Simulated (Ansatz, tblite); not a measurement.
# The cluster Ga12N12: a ladder of methods and basis sets

The task here is to estimate one member of a computed series from the others.

The runs use Ansatz 0.2.0, Gaussian basis; as each input shows.

Plan: GFN1-xTB, GFN2-xTB, PBE-D4/def2-TZVP, r2SCAN-D4/def2-TZVP, r2SCAN0-D4/def2-TZVP, PBE-D4/def2-SVP, PBE0-D4/def2-SVP, MP2/def2-SVP.

2 further runs of the same task are left out: 2 set aside as unsound or not needed.

**The geometry**

The singlet was relaxed beforehand with PBE-D4/def2-SVP.

24 atoms, charge 0, spin multiplicity 1.

Bond lengths: Ga1–N13 1.914 Å, Ga1–N14 1.956 Å, Ga1–N19 1.915 Å, Ga2–N13 2.020 Å, Ga2–N14 2.046 Å, Ga2–N15 1.944 Å, Ga2–N17 2.045 Å, Ga3–N14 1.944 Å, Ga3–N15 2.046 Å, Ga3–N16 2.020 Å, Ga3–N20 2.046 Å, Ga4–N15 1.956 Å, Ga4–N16 1.914 Å, Ga4–N18 1.915 Å, Ga5–N13 1.915 Å, Ga5–N17 1.956 Å, Ga5–N21 1.915 Å, Ga6–N15 2.046 Å and more. Angles: N13–Ga1–N14 96.8°, N13–Ga1–N19 136.5°, N14–Ga1–N19 96.8°, N13–Ga2–N14 90.8°, N13–Ga2–N15 175.5°, N13–Ga2–N17 90.8°, N14–Ga2–N15 91.3°, N14–Ga2–N17 124.7°, N15–Ga2–N17 91.3°, N14–Ga3–N15 91.3°, N14–Ga3–N16 175.4°, N14–Ga3–N20 91.3°, N15–Ga3–N16 90.8°, N15–Ga3–N20 124.9°, N16–Ga3–N20 90.8°, N15–Ga4–N16 96.9°, N15–Ga4–N18 96.8°, N16–Ga4–N18 136.3° and more.

PBE0-D4/def2-TZVP was run before; its log isn't repeated, and its numbers join the tables.

The first run:

Tight binding, by tblite at 300 K electronic temperature and without a spin-polarisation term:

```python
tblite.interface.Calculator('GFN1-xTB', numbers, positions, charge=0, uhf=0).singlepoint()
```

Tight binding, by tblite at 300 K electronic temperature and without a spin-polarisation term:

```python
tblite.interface.Calculator('GFN2-xTB', numbers, positions, charge=0, uhf=0).singlepoint()
```

start.molden holds the orbitals of an earlier run on this state, given as this run's starting guess.

in.yaml reads:

```yaml
crystal:
  periodic: [false, false, false]
  atoms:
    - {symbol: Ga, position_ang: [-0.009098, -1.730467, -2.890861]}
    - {symbol: Ga, position_ang: [-1.732893, -0.994762, -0.967630]}
    - {symbol: Ga, position_ang: [-0.002015, -1.992241, 0.972899]}
    - {symbol: Ga, position_ang: [-1.494916, -0.861042, 2.895757]}
    - {symbol: Ga, position_ang: [-1.504728, 0.866462, -2.888885]}
    - {symbol: Ga, position_ang: [-1.723892, 1.001163, 0.974881]}
    - {symbol: Ga, position_ang: [1.725065, -1.001391, -0.974998]}
    - {symbol: Ga, position_ang: [1.503785, -0.866558, 2.889130]}
    - {symbol: Ga, position_ang: [1.495276, 0.860402, -2.895945]}
    - {symbol: Ga, position_ang: [0.001878, 1.992440, -0.973036]}
    - {symbol: Ga, position_ang: [1.731664, 0.994837, 0.967492]}
    - {symbol: Ga, position_ang: [0.009384, 1.733107, 2.890045]}
    - {symbol: N, position_ang: [-1.786200, -1.024926, -2.986312]}
    - {symbol: N, position_ang: [-0.006205, -2.092953, -0.968448]}
    - {symbol: N, position_ang: [-1.814484, -1.043236, 0.974410]}
    - {symbol: N, position_ang: [0.002460, -2.049861, 2.992218]}
    - {symbol: N, position_ang: [-1.814419, 1.048876, -0.965762]}
    - {symbol: N, position_ang: [-1.768608, 1.031292, 2.993385]}
    - {symbol: N, position_ang: [1.770535, -1.031852, -2.993729]}
    - {symbol: N, position_ang: [1.813882, -1.049760, 0.966260]}
    - {symbol: N, position_ang: [-0.002469, 2.049008, -2.990846]}
    - {symbol: N, position_ang: [1.814375, 1.041900, -0.973992]}
    - {symbol: N, position_ang: [0.006055, 2.094662, 0.967450]}
    - {symbol: N, position_ang: [1.785577, 1.024910, 2.986508]}
basis:
  gaussian: {orbitals: def2-TZVP, fitting: {mean_field: def2-universal-jkfit}, initial_orbitals: start.molden}
hamiltonian: {xc: pbe, dispersion: d4}
scf: {omitted_lower_state_checks: [starts]}
output: {forces: true, orbitals: {seedname: orbitals}}
```

Started as:

```bash
$ ansatz run in.yaml --threads 4 --pin off --events-out ev --progress --plain --max-ram 66560MiB --backend cuda --devices 0, --max-vram 37GiB
```

Steps of the session up to this table: PBE-D4/def2-TZVP; r2SCAN-D4/def2-TZVP; r2SCAN0-D4/def2-TZVP; PBE-D4/def2-SVP; PBE0-D4/def2-SVP; MP2/def2-SVP.

One of the session's tables, all rows but one given; the rest of the session is left out.

It belongs to the step «Binding energy». 

| level | binding an atom (eV) |
| --- | --- |
| HF/def2-SVP | 1.458 |
| PBE-D4/def2-SVP | 3.722 |
| PBE-D4/def2-TZVP | 3.676 |
| r2SCAN-D4/def2-TZVP | 3.471 |
| PBE0-D4/def2-SVP | 3.501 |
| PBE0-D4/def2-TZVP | 3.467 |
| r2SCAN0-D4/def2-TZVP | 3.279 |
| MP2/def2-SVP | ? |

Estimate the missing values for MP2/def2-SVP.

**Answer.** binding an atom (eV): 3.387. In the column «binding an atom (eV)» it lies between r2SCAN0-D4/def2-TZVP (3.279) and PBE0-D4/def2-TZVP (3.467).

To keep in mind: Free atoms were run apart at each level; binding is atoms less cluster, divided by the number of atoms, without zero-point or spin-orbit terms.
